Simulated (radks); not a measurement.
# Ionisation energy and size from Ag⁴⁺ to Xe⁴⁺

The task here is to estimate one member of a computed series from the others.

Program: radks (a radial shooting solver on a logarithmic mesh, Libxc functionals) version 1. Level of theory: scalar-relativistic Kohn-Sham, r2SCAN, spin-polarised, spherical densities, finite nucleus; open shells are filled with parallel spins first. These are calculated values, not measurements, unless marked.

## The atom as given

| Quantity | Value |
| --- | --- |
| species | Ag⁴⁺, Cd⁴⁺, In⁴⁺, Sn⁴⁺, Sb⁴⁺, Te⁴⁺, I⁴⁺, Xe⁴⁺ |
| runs | 16, each species and its next ion |

The first run:

Settings of this run:

```text
Z 47
configuration [Kr] 4d7
relativity scalar-relativistic
functional r2scan,r2scan
spin polarised
nucleus finite rms 4.5454 fm
c 137.035999084
```

Steps of the session up to this table: Ag⁴⁺, [Kr] 4d7; Ag⁵⁺, [Kr] 4d6; Cd⁴⁺, [Kr] 4d8; Cd⁵⁺, [Kr] 4d7; In⁴⁺, [Kr] 4d9; In⁵⁺, [Kr] 4d8; Sn⁴⁺, [Kr] 4d10; Sn⁵⁺, [Kr] 4d9; Sb⁴⁺, [Kr] 4d10 5s1; Sb⁵⁺, [Kr] 4d10; Te⁴⁺, [Kr] 4d10 5s2; Te⁵⁺, [Kr] 4d10 5s1; I⁴⁺, [Kr] 4d10 5s2 5p1; I⁵⁺, [Kr] 4d10 5s2; Xe⁴⁺, [Kr] 4d10 5s2 5p2; Xe⁵⁺, [Kr] 4d10 5s2 5p1.

One table of the session follows, with a row left open; its other results are not shown here.

```
species  Δ-SCF (eV)  −ε(HOMO) (eV)  its <r> (bohr)
   Ag⁴⁺      66.208         58.173            1.20
   Cd⁴⁺      70.016         61.626            1.15
   In⁴⁺      73.699         64.977            1.11
   Sn⁴⁺      77.290         68.252            1.07
   Sb⁴⁺      55.155         50.496            1.95
   Te⁴⁺      58.168         53.325            1.87
    I⁴⁺           ?              ?               ?
   Xe⁴⁺      54.485         49.157            1.93
```

Q: Estimate the row for I⁴⁺ from the others.

As computed: Δ-SCF (eV): 50.192; −ε(HOMO) (eV): 45.333; its <r> (bohr): 2.03. In the column «Δ-SCF (eV)» it is the lowest.

Open shells are spherical and high-spin; term and fine-structure splittings are not resolved. Spin-orbit splitting is averaged out at the scalar-relativistic level.
